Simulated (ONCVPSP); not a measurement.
# An ONCV potential for nitrogen, from input to tests

Aim: build the potential from the settings below, then test how well it stands in for the atom: other configurations, scattering, ghost states and the plane-wave cutoff that it needs.

The numbers are computed with ONCVPSP 4.0.1 (PBE, scalar-relativistic, spin-unpolarised reference atom).

**1. The design**

The settings as typed:

- element: nitrogen (N, Z = 7)
- type: optimised norm-conserving Vanderbilt (ONCV)
- frozen core: none
- valence charge: 7
- reference configuration: 1s2 2s2 2p3
- partial waves: 1s+2s: rc 0.40 bohr, ncon 5, nbas 10, qcut 38.6 1/bohr, 2 projectors; 2p: rc 1.45 bohr, ncon 4, nbas 8, qcut 11.9 1/bohr, 2 projectors, debl 2.3 Ha; d scattering state at 0.08 Ha: rc 1.10 bohr, ncon 3, nbas 7, qcut 8.3 1/bohr, 2 projectors, debl 2 Ha
- local potential: polynomial inside 0.40 bohr (lpopt 3, dvloc0 0 Ha)
- core correction: not asked for

An earlier all-electron run gives the scale for the radii.

All-electron outer shells of the reference configuration (PBE, scalar-relativistic, ld1.x):

```
shell  level (eV)  outermost node (bohr)  outermost maximum (bohr)
   1s     -384.72                      –                      0.15
   2s      -18.58                   0.32                      1.02
   2p       -7.09                      –                      0.98
```

**2. Generation**

Contents of N.dat:

```
# ATOM AND REFERENCE CONFIGURATION
# atsym  z   nc   nv     iexc    psfile
  N 7.00    0    3        4      upf
#
#   n    l    f
    1    0    2.00
    2    0    2.00
    2    1    3.00
#
# PSEUDOPOTENTIAL AND OPTIMIZATION
# lmax
    2
#
#   l,   rc,      ep,       ncon, nbas, qcut
    0    0.40    0.00    5   10   38.60
    1    1.45    0.00    4    8   11.90
    2    1.10    0.08    3    7    8.30
#
# LOCAL POTENTIAL
# lloc, lpopt,  rc(5),   dvloc0
    4    3    0.40    0.00
#
# VANDERBILT-KLEINMAN-BYLANDER PROJECTORs
# l, nproj, debl
    0    2    1.00
    1    2    2.30
    2    2    2.00
#
# MODEL CORE CHARGE
# icmod, fcfact, rcfact
    0    0.00    0.00
#
# LOG DERIVATIVE ANALYSIS
# epsh1, epsh2, depsh
  -12.00    5.00    0.04
#
# OUTPUT GRID
# rlmax, drl
    6.00    0.01
#
# TEST CONFIGURATIONS
# ncnf
    4
# nvcnf
#   n    l    f
    3
    1    0    2.00
    2    0    2.00
    2    1    2.00
#
    3
    1    0    2.00
    2    0    2.00
    2    1    1.00
#
    3
    1    0    2.00
    2    0    2.00
    2    1    0.00
#
    3
    1    0    2.00
    2    0    0.00
    2    1    5.00
#
```

Started as:

```bash
oncvpsp.x < N.dat > N.out
```

**Question.** What will these runs give? Wanted: cutoffs for 1 and 0.1 mHa per electron, occupied waves; bound ghosts; GHOST(+) flags; largest test error; largest phase difference near zero energy, channels read.

The runs gave:

```
                                                quantity                      value
  cutoffs for 1 and 0.1 mHa per electron, occupied waves          492 Ha and 574 Ha
                                            bound ghosts                 none found
                                          GHOST(+) flags         none at low energy
                            largest test error (AE − PS)  +272 meV, for 1s2 2s2 2p0
largest phase difference near zero energy, channels read                  0.000 rad
```

The worst unpolarised test, 1s2 2s2 2p0, is off by 272 meV on 89.5 eV; by total energies transferability rates as poor. That test lies far up in energy; among those under 40 eV, nearer to bonding, the largest error is 6.0 meV. By its cutoff, 492 Ha for the looser tolerance, it is very hard. At the looser tolerance the 1s wave is the slowest; 2s needs 393 Ha. No bound ghost shows below the valence levels. Near zero energy the phases of the channels with partial waves agree within 0.001 rad.
